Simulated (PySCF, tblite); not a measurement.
# C6H10O: a rotation path, then NMR shifts on frames, part 2 of 2

tblite 0.8.0 and PySCF 2.14.0. Atoms count from 0. The steps go on from the part before.

## Step 5: NMR shieldings: image 4, PBE0/pcSseg-1

What the job is given:

```
{"job": {"kind": "nmr", "xc": "PBE0", "basis": "pcSseg-1", "pop": false}, "charge": 0, "multiplicity": 1}
C      2.466100    -0.706900     0.715500
C      2.130900    -0.134200    -0.432400
C      0.760200     0.054500    -0.913700
C      0.547500     0.651600    -2.090800
O     -0.172900    -0.435900    -0.054100
C     -1.556800    -0.304000    -0.321100
C     -2.260400     0.314200     0.882300
H      3.496400    -0.815400     1.010000
H      1.721500    -1.085500     1.393400
H      2.892400     0.237800    -1.103500
H      1.381100     1.000800    -2.668700
H     -0.420600     0.821400    -2.524300
H     -1.956300    -1.306700    -0.522000
H     -1.737300     0.316400    -1.200200
H     -2.130600    -0.308700     1.762700
H     -3.322000     0.414800     0.671600
H     -1.846200     1.297700     1.091200
```

Method: GIAO PBE0/pcSseg-1 NMR shielding, non-relativistic, gas phase.

The log of the run:

```text
coarse grid: 13808 points
cycle   1  E = -309.2982169714  dE =  8.439e-01  |g| = 5.728e-01  |ddm| = 3.584e+00
cycle   2  E = -309.2688713232  dE =  2.935e-02  |g| = 7.172e-01  |ddm| = 1.044e+00
cycle   3  E = -309.3657968129  dE = -9.693e-02  |g| = 1.248e-01  |ddm| = 6.437e-01
cycle   4  E = -309.3686220880  dE = -2.825e-03  |g| = 3.820e-02  |ddm| = 1.128e-01
cycle   5  E = -309.3689094966  dE = -2.874e-04  |g| = 1.666e-02  |ddm| = 4.315e-02
cycle   6  E = -309.3689831848  dE = -7.369e-05  |g| = 2.672e-03  |ddm| = 1.580e-02
cycle   7  E = -309.3689848402  dE = -1.655e-06  |g| = 6.539e-04  |ddm| = 2.334e-03
final grid: 132176 points
cycle   8  E = -309.4222837320  dE = -3.130e-05  |g| = 1.159e-02  |ddm| = 2.917e-02
cycle   9  E = -309.4222597730  dE =  2.396e-05  |g| = 1.651e-02  |ddm| = 1.818e-02
cycle  10  E = -309.4223100979  dE = -5.032e-05  |g| = 2.293e-03  |ddm| = 1.186e-02
cycle  11  E = -309.4223113130  dE = -1.215e-06  |g| = 3.333e-04  |ddm| = 2.241e-03
cycle  12  E = -309.4223113371  dE = -2.406e-08  |g| = 1.391e-04  |ddm| = 3.634e-04
cycle  13  E = -309.4223113421  dE = -5.043e-09  |g| = 2.083e-05  |ddm| = 1.232e-04
cycle  14  E = -309.4223113422  dE = -9.675e-11  |g| = 7.478e-06  |ddm| = 2.163e-05
converged SCF energy = -309.4223113422

GIAO shielding tensors (ppm)
atom      isotropic    diamagn.    paramagn.     s11        s22        s33       span
  0 C       65.668     254.591    -188.923    -45.786     66.364    176.427    222.214
  1 C       44.225     256.685    -212.460    -68.339     63.011    138.002    206.341
  2 C       22.076     250.806    -228.730    -83.041     42.938    106.331    189.372
  3 C       97.742     256.967    -159.224     13.250    110.677    169.300    156.051
  4 O      210.537     404.526    -193.989    110.351    221.562    299.699    189.348
  5 C      124.028     244.917    -120.889     89.435    115.003    167.647     78.212
  6 C      168.797     248.177     -79.381    151.014    169.519    185.858     34.844
  7 H       26.305      28.100      -1.795     24.304     25.445     29.167      4.863
  8 H       25.792      33.386      -7.594     23.400     23.773     30.203      6.803
  9 H       25.470      31.051      -5.582     23.343     23.962     29.103      5.760
 10 H       27.384      31.286      -3.902     25.433     26.304     30.414      4.981
 11 H       27.431      32.955      -5.523     24.286     25.988     32.020      7.734
 12 H       27.687      30.348      -2.661     22.881     27.035     33.144     10.264
 13 H       27.398      32.889      -5.491     21.891     29.983     30.320      8.429
 14 H       30.063      30.405      -0.342     26.238     28.318     35.633      9.396
 15 H       30.754      28.270       2.485     26.611     27.867     37.784     11.173
 16 H       30.417      31.177      -0.760     26.628     29.051     35.572      8.944
```

Run time: 29 s. Hardware: 1 thread of Arm Neoverse N1, shared host; peak memory 0.78 GiB.

This run: δ C2 164.8, C1 142.7, C0 121.3, C3 89.2, H9 6.25, H8 5.93 ppm.

## Step 6: NMR shieldings: image 6, PBE0/pcSseg-1

What the job is given:

```
{"job": {"kind": "nmr", "xc": "PBE0", "basis": "pcSseg-1", "pop": false}, "charge": 0, "multiplicity": 1}
C      2.491800    -0.814300     0.662100
C      2.112100    -0.124800    -0.404600
C      0.726700     0.052000    -0.846100
C      0.459700     0.820600    -1.906400
O     -0.163700    -0.642400    -0.085200
C     -1.555400    -0.511800    -0.297900
C     -2.189300     0.444700     0.709300
H      3.529800    -0.897100     0.937200
H      1.777700    -1.316400     1.291200
H      2.843800     0.375300    -1.023600
H      1.265200     1.284000    -2.443200
H     -0.526500     1.016100    -2.284400
H     -1.970200    -1.517100    -0.167000
H     -1.773700    -0.188900    -1.318900
H     -2.046500     0.070000     1.719600
H     -3.255000     0.532500     0.513900
H     -1.733600     1.429600     0.639900
```

Method: GIAO PBE0/pcSseg-1 NMR shielding, non-relativistic, gas phase.

The log of the run:

```text
coarse grid: 13808 points
cycle   1  E = -309.2985260148  dE =  8.406e-01  |g| = 5.718e-01  |ddm| = 3.585e+00
cycle   2  E = -309.2701681263  dE =  2.836e-02  |g| = 7.133e-01  |ddm| = 1.036e+00
cycle   3  E = -309.3659051250  dE = -9.574e-02  |g| = 1.247e-01  |ddm| = 6.372e-01
cycle   4  E = -309.3687150733  dE = -2.810e-03  |g| = 3.813e-02  |ddm| = 1.126e-01
cycle   5  E = -309.3690026546  dE = -2.876e-04  |g| = 1.640e-02  |ddm| = 4.341e-02
cycle   6  E = -309.3690739697  dE = -7.132e-05  |g| = 2.847e-03  |ddm| = 1.572e-02
cycle   7  E = -309.3690758642  dE = -1.894e-06  |g| = 6.209e-04  |ddm| = 2.503e-03
final grid: 132176 points
cycle   8  E = -309.4231142177  dE = -3.123e-05  |g| = 1.141e-02  |ddm| = 2.834e-02
cycle   9  E = -309.4230907326  dE =  2.349e-05  |g| = 1.628e-02  |ddm| = 1.842e-02
cycle  10  E = -309.4231399711  dE = -4.924e-05  |g| = 2.257e-03  |ddm| = 1.189e-02
cycle  11  E = -309.4231411451  dE = -1.174e-06  |g| = 3.326e-04  |ddm| = 2.198e-03
cycle  12  E = -309.4231411685  dE = -2.340e-08  |g| = 1.463e-04  |ddm| = 3.687e-04
cycle  13  E = -309.4231411741  dE = -5.551e-09  |g| = 2.200e-05  |ddm| = 1.298e-04
cycle  14  E = -309.4231411742  dE = -1.036e-10  |g| = 7.962e-06  |ddm| = 2.352e-05
converged SCF energy = -309.4231411742

GIAO shielding tensors (ppm)
atom      isotropic    diamagn.    paramagn.     s11        s22        s33       span
  0 C       65.506     254.354    -188.848    -46.062     66.354    176.227    222.289
  1 C       44.164     256.670    -212.506    -68.363     62.888    137.967    206.330
  2 C       22.146     251.517    -229.372    -84.104     43.664    106.876    190.980
  3 C       98.301     257.492    -159.191     13.171    111.264    170.468    157.297
  4 O      208.721     403.859    -195.138    110.418    209.864    305.881    195.463
  5 C      123.762     244.629    -120.867     86.782    116.893    167.610     80.827
  6 C      170.247     248.882     -78.635    151.019    173.415    186.307     35.288
  7 H       26.299      28.059      -1.760     24.254     25.439     29.203      4.950
  8 H       25.786      33.171      -7.386     23.261     23.836     30.260      6.999
  9 H       25.456      31.118      -5.661     23.378     23.897     29.094      5.716
 10 H       27.406      31.569      -4.163     25.310     26.462     30.446      5.136
 11 H       27.454      33.222      -5.767     24.557     25.970     31.835      7.278
 12 H       27.525      30.130      -2.606     22.458     27.271     32.846     10.388
 13 H       27.416      32.278      -4.861     23.319     28.315     30.614      7.295
 14 H       30.218      30.657      -0.439     26.294     28.426     35.935      9.641
 15 H       30.883      28.564       2.319     26.793     27.867     37.988     11.195
 16 H       30.308      31.659      -1.351     26.059     29.843     35.020      8.961
```

Wall time 29 s (1 thread of Arm Neoverse N1, shared host); peak memory 0.78 GiB.

In short: δ C2 164.8, C1 142.8, C0 121.4, C3 88.6, H9 6.26, H8 5.93 ppm.

## Step 7: Nuclear shieldings: image 8, PBE0/pcSseg-1

What the job is given:

```
{"job": {"kind": "nmr", "xc": "PBE0", "basis": "pcSseg-1", "pop": false}, "charge": 0, "multiplicity": 1}
C      2.539800    -0.953700     0.561700
C      2.113500    -0.108400    -0.367300
C      0.707500     0.081100    -0.725700
C      0.357400     0.955900    -1.673400
O     -0.129000    -0.723500    -0.011900
C     -1.520900    -0.644300    -0.227600
C     -2.161600     0.549400     0.475400
H      3.585600    -1.063400     0.792200
H      1.847600    -1.562800     1.116900
H      2.809200     0.504100    -0.923500
H      1.114000     1.521900    -2.183500
H     -0.655200     1.139300    -1.980800
H     -1.916800    -1.574100     0.192300
H     -1.741700    -0.628200    -1.302200
H     -1.960100     0.499600     1.542600
H     -3.236600     0.535200     0.317800
H     -1.759700     1.484100     0.093000
```

Method: GIAO PBE0/pcSseg-1 NMR shielding, non-relativistic, gas phase.

The log of the run:

```text
coarse grid: 13808 points
cycle   1  E = -309.3007273078  dE =  8.463e-01  |g| = 5.694e-01  |ddm| = 3.584e+00
cycle   2  E = -309.2731344559  dE =  2.759e-02  |g| = 7.090e-01  |ddm| = 1.038e+00
cycle   3  E = -309.3675117289  dE = -9.438e-02  |g| = 1.245e-01  |ddm| = 6.383e-01
cycle   4  E = -309.3703097576  dE = -2.798e-03  |g| = 3.774e-02  |ddm| = 1.124e-01
cycle   5  E = -309.3705915063  dE = -2.817e-04  |g| = 1.615e-02  |ddm| = 4.331e-02
cycle   6  E = -309.3706605049  dE = -6.900e-05  |g| = 2.985e-03  |ddm| = 1.563e-02
cycle   7  E = -309.3706626062  dE = -2.101e-06  |g| = 5.719e-04  |ddm| = 2.589e-03
final grid: 132176 points
cycle   8  E = -309.4250317393  dE = -4.521e-05  |g| = 1.197e-02  |ddm| = 3.410e-02
cycle   9  E = -309.4250049167  dE =  2.682e-05  |g| = 1.720e-02  |ddm| = 1.955e-02
cycle  10  E = -309.4250601481  dE = -5.523e-05  |g| = 2.442e-03  |ddm| = 1.285e-02
cycle  11  E = -309.4250615275  dE = -1.379e-06  |g| = 3.724e-04  |ddm| = 2.427e-03
cycle  12  E = -309.4250615557  dE = -2.814e-08  |g| = 1.757e-04  |ddm| = 4.177e-04
cycle  13  E = -309.4250615635  dE = -7.872e-09  |g| = 2.780e-05  |ddm| = 1.566e-04
cycle  14  E = -309.4250615637  dE = -1.676e-10  |g| = 9.369e-06  |ddm| = 3.099e-05
converged SCF energy = -309.4250615637

GIAO shielding tensors (ppm)
atom      isotropic    diamagn.    paramagn.     s11        s22        s33       span
  0 C       64.819     254.042    -189.224    -47.460     65.799    176.118    223.577
  1 C       44.724     256.608    -211.884    -68.154     63.288    139.036    207.189
  2 C       21.941     252.760    -230.819    -84.709     41.652    108.881    193.590
  3 C       96.525     257.889    -161.364     15.170    105.955    168.451    153.280
  4 O      204.444     403.667    -199.223    106.454    202.370    304.507    198.053
  5 C      122.126     244.992    -122.866     86.633    113.477    166.268     79.635
  6 C      172.749     249.919     -77.170    152.549    179.061    186.638     34.089
  7 H       26.277      27.975      -1.698     24.169     25.475     29.189      5.020
  8 H       25.699      32.922      -7.224     23.062     23.702     30.332      7.270
  9 H       25.431      31.155      -5.724     23.499     23.851     28.942      5.443
 10 H       27.403      31.781      -4.378     25.106     26.858     30.244      5.138
 11 H       27.588      33.430      -5.842     24.868     26.068     31.828      6.961
 12 H       27.361      30.253      -2.892     22.068     27.478     32.536     10.468
 13 H       27.527      31.513      -3.986     24.132     27.021     31.428      7.296
 14 H       30.516      31.042      -0.527     26.537     28.546     36.463      9.926
 15 H       30.998      28.751       2.247     27.104     27.827     38.064     10.961
 16 H       29.775      32.038      -2.263     24.451     30.835     34.040      9.589
```

Run time: 29 s. Hardware: 1 thread of Arm Neoverse N1, shared host; peak memory 0.78 GiB.

In short: δ C2 165.0, C1 142.2, C0 122.1, C3 90.4, H9 6.29, H8 6.02 ppm.

## Step 8: Side by side: NMR shifts

Shifts (ppm) of some atoms, chosen among heavy atoms and hydrogens apart, with basis size and wall time:

```csv
frame,C2,C3,C5,C6,H12,H16,O4,functions,time
image 0,166.9,90.7,65.1,17.2,3.82,1.62,134.5,169,29 s
image 2,166.4,90.5,64.3,17.6,3.88,1.46,131.6,169,29 s
image 4,164.8,89.2,62.9,18.1,4.03,1.30,125.5,169,29 s
image 6,164.8,88.6,63.2,16.7,4.19,1.41,127.4,169,29 s
image 8,165.0,90.4,64.8,14.2,4.36,1.94,131.6,169,29 s
```

## Step 9: Results

What follows sums up all 2 parts.

| quantity | value |
| --- | --- |
| barrier | 0.105 eV (2.4 kcal/mol) at image 4 |
| end to end (GFN2-xTB) | 0.005 eV |
| 13C shifts against TMS (PBE0/pcSseg-1, image 0) | 166.9, 141.6, 121.8, 90.7, 65.1, 17.2 ppm |
| 1H shifts against TMS (PBE0/pcSseg-1, image 0) | 6.31, 6.04, 5.43, 4.26, 4.15, 3.82, 3.82, 1.62, 1.62, 1.14 ppm |
| 17O shifts against H2O (PBE0/pcSseg-1, image 0) | 134.5 ppm |
| range of the shift of O4 | 125.5 to 134.5 ppm |

What this shows: Along the band the dihedral turns by 101°, and the top (dihedral -128°) lies 2.4 kcal/mol above the start (GFN2-xTB, rough), so at room temperature this motion is fast. Ends this close can change order at a higher level. The top was not checked by a frequency run. Shifts at one fixed geometry are not the observed spectrum, which averages over the motion. In the first frame run (image 0): The largest span, 223 ppm, is at C0, where the paramagnetic term is -190 ppm. In ppm, O4 moves most: its shift spreads over 9.0 ppm, from 125.5 (image 4) to 134.5 (image 0).
